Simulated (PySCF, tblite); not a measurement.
# C₃H₉BSi₂: geometry, infrared bands and NMR shifts

Wanted: the infrared bands and NMR shifts of C₃H₉BSi₂ (`B[C@@H]1C=C[SiH2][SiH2]1`), by calculation.

Programs: tblite 0.8.0 and PySCF 2.14.0, with density-fitted response routines of our own. Each step states its level of theory. These are calculated values for one molecule in the gas phase, unless marked as measured. Atoms count from 0, in the outputs and in this text.

### 1 Starting geometry

15 atoms, charge 0, multiplicity 1; geometry from: force field or distance geometry start.

Bonds of the start (Å): B0–C1 1.59, C1–C2 1.43, C2–C3 1.30, C3–Si4 1.85, Si4–Si5 2.28, Si5–C1 1.87, B0–H6 1.17, B0–H7 1.17, C1–H8 1.12, C2–H9 1.14, C3–H10 1.10, Si4–H11 1.46, Si4–H12 1.44, Si5–H13 1.46, Si5–H14 1.45.

### 2 Relaxing the molecule with GFN2-xTB

Job settings and geometry (Å):

```
{"job": {"kind": "relax", "xc": "GFN2-xTB", "basis": "xTB"}, "charge": 0, "multiplicity": 1}
B      2.256100    -0.636400    -0.123000
C      0.718300    -0.336600    -0.415000
C      0.395500     1.049100    -0.555800
C     -0.805500     1.522400    -0.365800
Si    -2.074100     0.278100     0.157200
Si    -0.398800    -1.075900     0.896900
H      2.895400     0.013000     0.614300
H      2.815100    -1.464700    -0.736600
H      0.508900    -0.875100    -1.375700
H      1.202500     1.787500    -0.870000
H     -1.083200     2.580500    -0.474600
H     -2.909400     0.718500     1.268300
H     -2.801700    -0.320000    -0.933400
H     -0.701300    -2.480300     0.632500
H     -0.022200    -0.752100     2.258800
```

Run with:

```sh
$ OMP_NUM_THREADS=1 python probes_run.py task.json out
```

This one command runs all jobs of the session in turn.

**Question.** This job is followed by: GFN2-xTB harmonic vibrations, gas phase; GIAO PBE0/pcSseg-1 NMR shielding, non-relativistic, gas phase. Predict these results of the whole session: strongest single infrared mode (GFN2-xTB); zero-point energy (GFN2-xTB); 13C shifts against TMS (PBE0/pcSseg-1); 1H shifts against TMS (PBE0/pcSseg-1, means over atoms taken as alike); 11B shifts against BF3·OEt2 (PBE0/pcSseg-1); 29Si shifts against TMS (PBE0/pcSseg-1).

**Answer**, as computed:

| quantity | value |
| --- | --- |
| strongest single infrared mode (GFN2-xTB) | 2184 cm⁻¹, 796 km/mol |
| zero-point energy (GFN2-xTB) | 63.8 kcal/mol |
| 13C shifts against TMS (PBE0/pcSseg-1) | 168.0, 126.9, 54.9 ppm |
| 1H shifts against TMS (PBE0/pcSseg-1, means over atoms taken as alike) | 7.47, 6.76, 6.23, 4.42, 4.38, 3.98, 3.76, 3.47 ppm |
| 11B shifts against BF3·OEt2 (PBE0/pcSseg-1) | 71.3 ppm |
| 29Si shifts against TMS (PBE0/pcSseg-1) | -70.6, -96.6 ppm |

Over 104 steps the energy fell by 0.652 eV; of the close pairs, C1–Si5 changed most, 1.875 to 1.956 Å. No mode is imaginary among the 39: a minimum at this level. The strongest single mode, at 2184 cm⁻¹, is spread over several atoms, H13, H12, H11 among them. GFN2-xTB is a fitted tight-binding method: band positions and strengths are rough. Its intensities can rank the bands wrongly. At PBE0/pcSseg-1: The widest tensor belongs to C2: span 250 ppm, with a paramagnetic part of -235 ppm.
